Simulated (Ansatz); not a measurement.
# BrH₆N₃Si: basis-set convergence

An exercise on one series of results from a longer session: the logs are not shown, and one member is left open.

The runs use Ansatz 0.2.0, Gaussian basis; one geometry, several basis sets.

Levels to be run: PBE0-D4/def2-SVP; ωB97M-V/def2-SVP; PBE0-D4/def2-QZVPP; ωB97M-V/def2-QZVPP; the functionals' def2-TZVPP values are taken from earlier runs.

### The relaxed structure

The geometry comes from an earlier relaxation with PBE0-D4 in a triple-zeta def2 set; it is a stationary point, not always the lowest conformer.

SMILES `N[Si](N)(N)Br`, 11 atoms, charge 0, spin multiplicity 1.

Atoms are counted from 1 here; the program's logs count them from 0.

Bond lengths: N1–Si2 1.704 Å, N1–H6 1.006 Å, N1–H7 1.007 Å, Si2–N3 1.697 Å, Si2–N4 1.704 Å, Si2–Br5 2.249 Å, N3–H8 1.007 Å, N3–H9 1.007 Å, N4–H10 1.007 Å, N4–H11 1.006 Å. Angles: Si2–N1–H6 120.7°, Si2–N1–H7 120.5°, H6–N1–H7 112.4°, N1–Si2–N3 105.3°, N1–Si2–N4 123.9°, N1–Si2–Br5 102.5°, N3–Si2–N4 105.3°, N3–Si2–Br5 118.4°, N4–Si2–Br5 102.5°, Si2–N3–H8 119.8°, Si2–N3–H9 119.8°, H8–N3–H9 112.2°, Si2–N4–H10 120.5°, Si2–N4–H11 120.7°, H10–N4–H11 112.4°.

Set-up of the first run:

Input file in.yaml:

```yaml
crystal:
  periodic: [false, false, false]
  atoms:
    - {symbol: N, position_ang: [-1.505754, 0.686837, -0.034138]}
    - {symbol: Si, position_ang: [0.128489, 0.226631, 0.113416]}
    - {symbol: N, position_ang: [0.121690, -1.125459, 1.138308]}
    - {symbol: N, position_ang: [1.115160, -0.213752, -1.204459]}
    - {symbol: Br, position_ang: [1.103759, 2.116433, 0.843724]}
    - {symbol: H, position_ang: [-1.753923, 1.633031, -0.267291]}
    - {symbol: H, position_ang: [-2.199258, 0.022395, -0.337161]}
    - {symbol: H, position_ang: [0.972079, -1.641462, 1.292154]}
    - {symbol: H, position_ang: [-0.483929, -1.141481, 1.942085]}
    - {symbol: H, position_ang: [0.923066, -1.050842, -1.730412]}
    - {symbol: H, position_ang: [1.578632, 0.487659, -1.756227]}
basis:
  gaussian: {orbitals: def2-SVP}
hamiltonian: {xc: pbe0, dispersion: d4}
output: {orbitals: {seedname: orbitals}}
```

The run is started by

```bash
$ ansatz run in.yaml --threads 4 --pin off --events-out ev --progress --plain --max-ram 11315MiB
```

Steps of the session up to this table: PBE0-D4 in def2-SVP; ωB97M-V in def2-SVP; PBE0-D4 in def2-QZVPP; ωB97M-V in def2-QZVPP.

One of the session's tables, all rows but one given; the rest of the session is left out.

It belongs to the step «Functionals by basis». 

| functional | basis | HOMO (eV) | LUMO (eV) |
| --- | --- | --- | --- |
| PBE0-D4 | def2-SVP | -6.88 | 1.46 |
| PBE0-D4 | def2-TZVPP | -7.18 | 0.69 |
| PBE0-D4 | def2-QZVPP | -7.23 | 0.28 |
| ωB97M-V | def2-SVP | -9.25 | 3.08 |
| ωB97M-V | def2-TZVPP | -9.55 | 2.08 |
| ωB97M-V | def2-QZVPP | ? | ? |

Q: Estimate the row for ωB97M-V, def2-QZVPP from the others.

**Answer.** HOMO (eV): -9.60; LUMO (eV): 1.45. In the column «HOMO (eV)» it is the lowest.
